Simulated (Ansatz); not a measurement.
**CH5BN2O: up Jacob's ladder to CCSD(T)**

One table from this session's results is given with a row withheld; the runs are named, their logs left out.

The runs use Ansatz 0.2.0, Gaussian basis; functionals in def2-TZVPP, the program's frozen cores in correlated methods.

Plan: PBE-D4, r2SCAN-D4, PBE0-D4, B3LYP-D4, ωB97X-V, ωB97M-V, B2PLYP; CCSD(T)/def2-TZVPP; CCSD(T)/def2-QZVPP; extrapolation to the limit.

### The relaxed structure

An earlier PBE0-D4 in a triple-zeta def2 set relaxation fixed the geometry.

SMILES `N=C(N)BO`, 10 atoms, charge 0, spin multiplicity 1.

Atoms are counted from 1 here; the program's logs count them from 0.

Bond lengths: N1–C2 1.278 Å, N1–H6 1.018 Å, C2–N3 1.382 Å, C2–B4 1.580 Å, N3–H7 1.011 Å, N3–H8 1.008 Å, B4–O5 1.348 Å, B4–H9 1.196 Å, O5–H10 0.964 Å. Angles: C2–N1–H6 110.1°, N1–C2–N3 119.3°, N1–C2–B4 122.6°, N3–C2–B4 117.4°, C2–N3–H7 114.1°, C2–N3–H8 116.6°, H7–N3–H8 113.6°, C2–B4–O5 120.7°, C2–B4–H9 121.2°, O5–B4–H9 118.0°, B4–O5–H10 112.3°.

Set-up of the first run:

Input file in.yaml:

```yaml
crystal:
  periodic: [false, false, false]
  atoms:
    - {symbol: N, position_ang: [0.008871, 1.107106, 1.405635]}
    - {symbol: C, position_ang: [0.111502, 0.431853, 0.325114]}
    - {symbol: N, position_ang: [0.098805, 1.091350, -0.889356]}
    - {symbol: B, position_ang: [0.025384, -1.145145, 0.296799]}
    - {symbol: O, position_ang: [-0.574860, -1.782446, -0.727896]}
    - {symbol: H, position_ang: [-0.021251, 0.480853, 2.207105]}
    - {symbol: H, position_ang: [0.178884, 2.096313, -0.814919]}
    - {symbol: H, position_ang: [0.663618, 0.695538, -1.623904]}
    - {symbol: H, position_ang: [0.435981, -1.805442, 1.205753]}
    - {symbol: H, position_ang: [-0.926943, -1.169979, -1.384332]}
basis:
  gaussian: {orbitals: def2-TZVPP}
hamiltonian: {xc: pbe, dispersion: d4}
output: {forces: true, orbitals: {seedname: orbitals}}
```

On the command line:

```
$ ansatz run in.yaml --threads 2 --pin off --events-out ev --progress --plain --max-ram 32768MiB --backend cpu
```

Among the steps run: PBE-D4 (GGA); r2SCAN-D4 (meta-GGA); PBE0-D4 (hybrid); B3LYP-D4 (hybrid); ωB97X-V (range-separated); ωB97M-V (range-separated); B2PLYP (double hybrid); CCSD(T) in def2-TZVPP; CCSD(T) in def2-QZVPP.

One table of the session follows, with a row left open; its other results are not shown here.

| method | atomisation energy (kJ/mol) |
| --- | --- |
| PBE-D4 | 4112.9 |
| r2SCAN-D4 | 3970.7 |
| PBE0-D4 | 3986.8 |
| B3LYP-D4 | ? |
| ωB97X-V | 3978.0 |
| ωB97M-V | 3991.6 |
| B2PLYP | 3940.8 |
| HF/def2-TZVPP | 2696.7 |
| MP2/def2-TZVPP | 3927.0 |
| CCSD/def2-TZVPP | 3753.5 |
| CCSD(T)/def2-TZVPP | 3829.9 |
| MP2/CBS | 4049.7 |
| CCSD(T)/CBS | 3948.7 |

Q: Estimate the row for B3LYP-D4 from the others.

As computed: atomisation energy (kJ/mol): 3992.5. In the column «atomisation energy (kJ/mol)» it lies between ωB97M-V (3991.6) and MP2/CBS (4049.7).

Limits of these values: Free atoms (2 N, 1 C, 1 B, 1 O, 5 H) were run apart at each level; the atomisation energy is their sum less the molecule, without zero-point or spin-orbit terms.
